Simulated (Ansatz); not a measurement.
# CH2FNSe, SMILES NC(F)=[Se]: a short molecular-dynamics run

Program: Ansatz's Python interface.

Notebook, run cell by cell (the value of a cell's last expression is shown):

**Cell 1**
```python
import ansatz as az
from ase import Atoms
import numpy as np

atoms = Atoms(["N", "C", "F", "Se", "H", "H"], positions=[
    (-0.5964, 0.3523, 0.2691),
    (0.5315, -0.3802, 0.0768),
    (1.1428, -0.9019, 1.136),
    (1.1203, -0.5077, -2.1518),
    (-1.0226, 0.5579, 1.1973),
    (-1.1336, 0.8155, -0.5735),
])
system = az.Crystal.molecule_from_ase(atoms)
```

**Cell 2**
```python
model = (
    system.calculation()
    .basis(gaussian="def2-SVP")
    .functional("b3lyp")
    .accuracy("medium")
    .scf(lower_state_search="light")
)
symbols = [site.symbol for site in system.cartesian_sites]
start = np.array([site.position_ang for site in system.cartesian_sites], dtype=float)
r = model.relax(force_tolerance=0.02).run(threads=1, backend="cpu").report
end = np.array(r["positions_ang"])
minimum = az.Crystal.molecule()
for symbol, place in zip(symbols, end):
    minimum = minimum.atom(symbol, place.tolist())
```

**Cell 3**
```python
# dynamics from the relaxed geometry
model = minimum.calculation()
model = model.basis(gaussian="def2-SVP").functional("b3lyp")
model = model.accuracy("medium")
model = model.scf(lower_state_search="light")
model = model.md("nve", timestep=0.5, steps=30, temperature=300, initial_velocities="maxwell_boltzmann", seed=31)
frames = []
done = model.session().plan().execute(on_event=lambda e: frames.append(e["data"]) if e["event"] == "md_step" else None)
print("t (fs)   E_pot (eV)      E_kin (eV)   T (K)   d(0-1) (A)")
for f in frames[::2]:
    xyz = np.array(f["positions_ang"])
    print(f"{f['time_fs']:6.2f} {f['lagrangian_ev']:14.5f} {f['e_kin_ev']:10.5f} {f['temperature_k']:8.1f} {np.linalg.norm(xyz[0] - xyz[1]):9.4f}")
kept = np.array([f["conserved_ev"] for f in frames])
print(f"conserved energy moves by at most {1000 * np.ptp(kept):.3f} meV")
```
Output:
```text
t (fs)   E_pot (eV)      E_kin (eV)   T (K)   d(0-1) (A)
  0.00   -70614.76102    0.15511    300.0    1.3395
  1.00   -70614.73079    0.12587    243.4    1.3391
  2.00   -70614.68820    0.08434    163.1    1.3390
  3.00   -70614.69264    0.08851    171.2    1.3392
  4.00   -70614.72986    0.12460    241.0    1.3397
  5.00   -70614.73597    0.13022    251.9    1.3404
  6.00   -70614.68895    0.08444    163.3    1.3411
  7.00   -70614.66017    0.05660    109.5    1.3414
  8.00   -70614.69665    0.09161    177.2    1.3410
  9.00   -70614.72237    0.11649    225.3    1.3403
 10.00   -70614.68688    0.08204    158.7    1.3395
 11.00   -70614.64410    0.04028     77.9    1.3390
 12.00   -70614.65135    0.04716     91.2    1.3389
 13.00   -70614.68884    0.08354    161.6    1.3395
 14.00   -70614.69338    0.08768    169.6    1.3406
 15.00   -70614.64732    0.04285     82.9    1.3420
conserved energy moves by at most 2.338 meV
```

These settings explore the input space; basis and method may be short of convergence. The trajectory is only some femtoseconds long, so its temperature is not equilibrated; where the script doesn't relax first, it starts from a rough generated geometry. b3lyp holds the VWN-RPA fit, as in Gaussian; the form of ORCA and Turbomole is b3lyp5. The temperature counts the internal degrees of freedom alone. Hardware and time: 2.2 min on 1 thread of Arm Neoverse V1, with other jobs on the host, peak memory 0.25 GiB.
